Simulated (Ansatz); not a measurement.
**C₈H₁₆O₂Ti: basis-set convergence**

The task here is to estimate one member of a computed series from the others.

Method: one geometry, several basis sets; program: Ansatz 0.2.0, Gaussian basis.

Plan: PBE0-D4/def2-SVP; ωB97M-V/def2-SVP; PBE0-D4/def2-QZVPP; ωB97M-V/def2-QZVPP; the functionals' def2-TZVPP values are taken from earlier runs.

## The relaxed structure

All runs share one geometry, relaxed beforehand with PBE0-D4 in a triple-zeta def2 set.

SMILES `CC1=CC(C)=[O+][Ti-]([CH3])([CH3])([CH3])[O]1`, 27 atoms, charge 0, spin multiplicity 1.

Atoms are counted from 1 here; the program's logs count them from 0.

Bond lengths: C1–C2 1.495 Å, C1–H12 1.093 Å, C1–H13 1.093 Å, C1–H14 1.089 Å, C2–C3 1.394 Å, C2–O11 1.269 Å, C3–C4 1.394 Å, C3–H15 1.080 Å, C4–C5 1.495 Å, C4–O6 1.269 Å, C5–H16 1.089 Å, C5–H17 1.093 Å, C5–H18 1.093 Å, O6–Ti7 2.010 Å, Ti7–C8 2.093 Å, Ti7–C9 2.064 Å, Ti7–C10 2.093 Å, Ti7–O11 2.010 Å and more. Angles: C2–C1–H12 109.1°, C2–C1–H13 109.1°, C2–C1–H14 112.4°, H12–C1–H13 107.0°, H12–C1–H14 109.6°, H13–C1–H14 109.5°, C1–C2–C3 120.7°, C1–C2–O11 116.0°, C3–C2–O11 123.2°, C2–C3–C4 121.2°, C2–C3–H15 119.3°, C4–C3–H15 119.3°, C3–C4–C5 120.7°, C3–C4–O6 123.2°, C5–C4–O6 116.0°, C4–C5–H16 112.4°, C4–C5–H17 109.1°, C4–C5–H18 109.1° and more.

Set-up of the first run:

in.yaml reads:

```yaml
crystal:
  periodic: [false, false, false]
  atoms:
    - {symbol: C, position_ang: [0.165919, -2.600211, -2.197073]}
    - {symbol: C, position_ang: [-0.194356, -1.591054, -1.155275]}
    - {symbol: C, position_ang: [-1.356794, -1.731807, -0.399509]}
    - {symbol: C, position_ang: [-1.779536, -0.727392, 0.469354]}
    - {symbol: C, position_ang: [-3.105565, -0.817328, 1.152836]}
    - {symbol: O, position_ang: [-1.098006, 0.315654, 0.710903]}
    - {symbol: Ti, position_ang: [0.704863, 1.009768, 0.154205]}
    - {symbol: C, position_ang: [0.861168, 1.552356, 2.169631]}
    - {symbol: C, position_ang: [0.496242, 2.735709, -0.958778]}
    - {symbol: C, position_ang: [2.741333, 0.533320, 0.236005]}
    - {symbol: O, position_ang: [0.601210, -0.609787, -1.031870]}
    - {symbol: H, position_ang: [1.154199, -3.008357, -1.972330]}
    - {symbol: H, position_ang: [0.238876, -2.102388, -3.167050]}
    - {symbol: H, position_ang: [-0.558799, -3.410496, -2.257433]}
    - {symbol: H, position_ang: [-1.990148, -2.592065, -0.560228]}
    - {symbol: H, position_ang: [-3.636525, -1.735827, 0.908046]}
    - {symbol: H, position_ang: [-2.955930, -0.756452, 2.233344]}
    - {symbol: H, position_ang: [-3.714556, 0.043377, 0.865502]}
    - {symbol: H, position_ang: [1.700139, 2.236375, 2.324137]}
    - {symbol: H, position_ang: [-0.075920, 2.049176, 2.445453]}
    - {symbol: H, position_ang: [0.994204, 0.678242, 2.813607]}
    - {symbol: H, position_ang: [-0.302743, 2.637434, -1.701114]}
    - {symbol: H, position_ang: [1.437608, 2.951941, -1.476215]}
    - {symbol: H, position_ang: [0.260759, 3.572616, -0.291805]}
    - {symbol: H, position_ang: [3.317570, 1.359745, 0.660972]}
    - {symbol: H, position_ang: [2.922436, -0.366848, 0.830393]}
    - {symbol: H, position_ang: [3.070553, 0.344095, -0.792107]}
basis:
  gaussian: {orbitals: def2-SVP}
hamiltonian: {xc: pbe0, dispersion: d4}
output: {orbitals: {seedname: orbitals}}
```

Launch:

```bash
> ansatz run in.yaml --threads 11 --pin off --events-out ev --progress --plain --max-ram 174080MiB --backend cpu
```

Steps of the session up to this table: PBE0-D4 in def2-SVP; ωB97M-V in def2-SVP; PBE0-D4 in def2-QZVPP; ωB97M-V in def2-QZVPP.

One table of the session follows, with a row left open; its other results are not shown here.

It belongs to the step «Functionals by basis». 

| functional | basis | HOMO (eV) | LUMO (eV) |
| --- | --- | --- | --- |
| PBE0-D4 | def2-SVP | ? | ? |
| PBE0-D4 | def2-TZVPP | -6.72 | -1.83 |
| PBE0-D4 | def2-QZVPP | -6.73 | -1.85 |
| ωB97M-V | def2-SVP | -9.05 | 0.35 |
| ωB97M-V | def2-TZVPP | -9.05 | 0.21 |
| ωB97M-V | def2-QZVPP | -9.06 | 0.18 |

Estimate the missing values for PBE0-D4, def2-SVP.

The run gave: HOMO (eV): -6.73; LUMO (eV): -1.73.
